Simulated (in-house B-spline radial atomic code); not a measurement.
# Ir⁴¹⁺: excited configurations in jj coupling

Wanted: excitation energies of Ir⁴¹⁺ as differences of total energies (ΔSCF).

Method: Dirac-Hartree-Fock, average of configuration, Fermi nucleus, basis-set limit. Code: in-house B-spline radial atomic code version 1.

## (1) The atom as given

- element: iridium (Z = 77)
- charge: +41
- electrons: 36
- configuration: 1s2 2s2 2p6 3s2 3p6 3d10 4s2 4p6
- Hamiltonian: Dirac-Coulomb
- nucleus: Fermi, rms radius 5.403 fm

Input settings:

```ini
Z = 77
electrons = 36.0
configuration = 1s2 2s2 2p6 3s2 3p6 3d10 4s2 4p6
hamiltonian = dirac
method = hf
spin_polarised = False
nucleus = fermi
rms_radius = 5.4032
mass_number = 193
atomic_mass = 192.962923753
speed_of_light = 137.035999084
```

The reference is known from an earlier run: -16783.480566 hartree in all. Up to eight levels, counted from the top:

| orbital | occupation | energy (eV) | <r> (bohr) |
| --- | --- | --- | --- |
| 3s1/2 | 2 | -5073.40 | 0.1870 |
| 3p1/2 | 2 | -4812.30 | 0.1773 |
| 3p3/2 | 4 | -4438.56 | 0.1914 |
| 3d3/2 | 4 | -4013.49 | 0.1672 |
| 3d5/2 | 6 | -3933.16 | 0.1715 |
| 4s1/2 | 2 | -2324.93 | 0.3811 |
| 4p1/2 | 2 | -2202.47 | 0.3782 |
| 4p3/2 | 4 | -2085.55 | 0.3992 |

## (2) 1s2 2s2 2p6 3s2 3p6 3d10 4s2 4p-2 4p+3 6p-1

In configurations, a minus sign after the shell means j = l − 1/2 and a plus sign j = l + 1/2; the count of electrons follows.

Input settings:

```ini
Z = 77
electrons = 36.0
configuration = 1s2 2s2 2p6 3s2 3p6 3d10 4s2 4p-2 4p+3 6p-1
hamiltonian = dirac
method = hf
spin_polarised = False
nucleus = fermi
rms_radius = 5.4032
mass_number = 193
atomic_mass = 192.962923753
speed_of_light = 137.035999084
```

## (3) 1s2 2s2 2p6 3s2 3p-1 3p+4 3d10 4s2 4p6 6s1

The settings differ from step 2 so:

```diff
@@ -2,3 +2,3 @@
 electrons = 36.0
-configuration = 1s2 2s2 2p6 3s2 3p6 3d10 4s2 4p-2 4p+3 6p-1
+configuration = 1s2 2s2 2p6 3s2 3p-1 3p+4 3d10 4s2 4p6 6s1
 hamiltonian = dirac
```

## (4) 1s2 2s2 2p6 3s2 3p6 3d10 4s1 4p6 7f+1

The settings differ from step 3 so:

```diff
@@ -2,3 +2,3 @@
 electrons = 36.0
-configuration = 1s2 2s2 2p6 3s2 3p-1 3p+4 3d10 4s2 4p6 6s1
+configuration = 1s2 2s2 2p6 3s2 3p6 3d10 4s1 4p6 7f+1
 hamiltonian = dirac
```

## (5) 1s2 2s2 2p6 3s2 3p6 3d-4 3d+5 4s2 4p6 5d-1

The settings differ from step 4 so:

```diff
@@ -2,3 +2,3 @@
 electrons = 36.0
-configuration = 1s2 2s2 2p6 3s2 3p6 3d10 4s1 4p6 7f+1
+configuration = 1s2 2s2 2p6 3s2 3p6 3d-4 3d+5 4s2 4p6 5d-1
 hamiltonian = dirac
```

## (6) Configuration 1s2 2s2 2p6 3s2 3p-2 3p+3 3d10 4s2 4p6 5d-1

The settings differ from step 5 so:

```diff
@@ -2,3 +2,3 @@
 electrons = 36.0
-configuration = 1s2 2s2 2p6 3s2 3p6 3d-4 3d+5 4s2 4p6 5d-1
+configuration = 1s2 2s2 2p6 3s2 3p-2 3p+3 3d10 4s2 4p6 5d-1
 hamiltonian = dirac
```

How far above the reference does each configuration lie (order and size, in eV)?

As calculated:

| net move | configuration | energy above the reference (eV) | with Breit, QED, recoil (eV) | largest <r> (bohr) |
| --- | --- | --- | --- | --- |
| 4p3/2 → 6p1/2 | 1s2 2s2 2p6 3s2 3p6 3d10 4s2 4p-2 4p+3 6p-1 | 1246.76 | 1245.55 | 1.00 |
| 4s → 7f7/2 | 1s2 2s2 2p6 3s2 3p6 3d10 4s1 4p6 7f+1 | 1805.14 | 1801.67 | 1.51 |
| 3d5/2 → 5d3/2 | 1s2 2s2 2p6 3s2 3p6 3d-4 3d+5 4s2 4p6 5d-1 | 2778.36 | 2775.97 | 0.682 |
| 3p3/2 → 5d3/2 | 1s2 2s2 2p6 3s2 3p-2 3p+3 3d10 4s2 4p6 5d-1 | 3285.85 | 3279.99 | 0.683 |
| 3p1/2 → 6s | 1s2 2s2 2p6 3s2 3p-1 3p+4 3d10 4s2 4p6 6s1 | 3937.12 | 3927.59 | 0.991 |

What this shows: The lowest of them is 4p3/2 → 6p1/2 at 1246.76 eV and the highest 3p1/2 → 6s at 3937.12 eV. Koopmans' estimate of the ionisation threshold is 2085.55 eV; 3 configurations exceed it by over 2 % and could autoionise. These are averages over configurations, without correlation, not spectroscopic levels.
